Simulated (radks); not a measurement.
**Bi³⁻ held by a Watson sphere**

One table from this session's results is given with a row withheld; the runs are named, their logs left out.

Method: scalar-relativistic Kohn-Sham, r2SCAN, spin-polarised, spherical densities, finite nucleus. Code: radks (a radial shooting solver on a logarithmic mesh, Libxc functionals) version 1.

**What is computed**

| Property | Result |
| --- | --- |
| element | bismuth (Z = 83) |
| charge | -3 |
| electrons | 86 |
| configuration | [Rn] |
| nuclear rms radius | 5.5211 fm |

The outer shells:

Bi³⁻
```
[Xe] core
4f [↑↓][↑↓][↑↓][↑↓][↑↓][↑↓][↑↓]
5d [↑↓][↑↓][↑↓][↑↓][↑↓]
6s [↑↓]
6p [↑↓][↑↓][↑↓]
```

The first run:

The run's settings:

```text
Z 83
configuration [Rn]
relativity scalar-relativistic
functional r2scan,r2scan
spin polarised
nucleus finite rms 5.5211 fm
c 137.035999084
watson charge 3 radius 2.93 bohr
```

Steps of the session up to this table: R = 2.93 bohr; R = 3.05 bohr; R = 3.59 bohr; R = 4.18 bohr; R = 4.19 bohr; R = 4.39 bohr; R = 4.9 bohr; R = 6.15 bohr; R = 6.5 bohr.

One of the session's tables, all rows but one given; the rest of the session is left out.

```
R (bohr)  highest level (eV)  its <r> (bohr)  sum of <r²> (bohr²)
    2.93              -6.619           2.985                105.5
    3.05              -6.431           3.034                107.6
    3.59              -5.598           3.251                117.8
    4.18              -4.779           3.483                129.4
    4.19              -4.767           3.487                129.6
    4.39              -4.519           3.564                133.7
     4.9                   ?               ?                    ?
    6.15              -2.920           4.193                173.0
     6.5              -2.702           4.310                181.8
```

Estimate the missing values for R (bohr) = 4.9.

Worked estimate for «highest level (eV)». A straight line through the neighbours (4.39, -4.519) and (6.15, -2.920) gives -4.519 + (-2.920 + 4.519) × (4.9 − 4.39) / (6.15 − 4.39) = -4.056; a parabola fitted to 4 rows on both sides gives -3.966.

As computed: highest level (eV): -3.954; its <r> (bohr): 3.754; sum of <r²> (bohr²): 144.4. In «highest level (eV)» the line misses by -0.102 and the parabola by -0.012.

What this shows: From R = 2.93 to 6.5 bohr the top level moves from -6.619 to -2.702 eV and its mean radius from 2.99 to 4.31 bohr. A wider sphere makes a shallower well, so the ion swells.
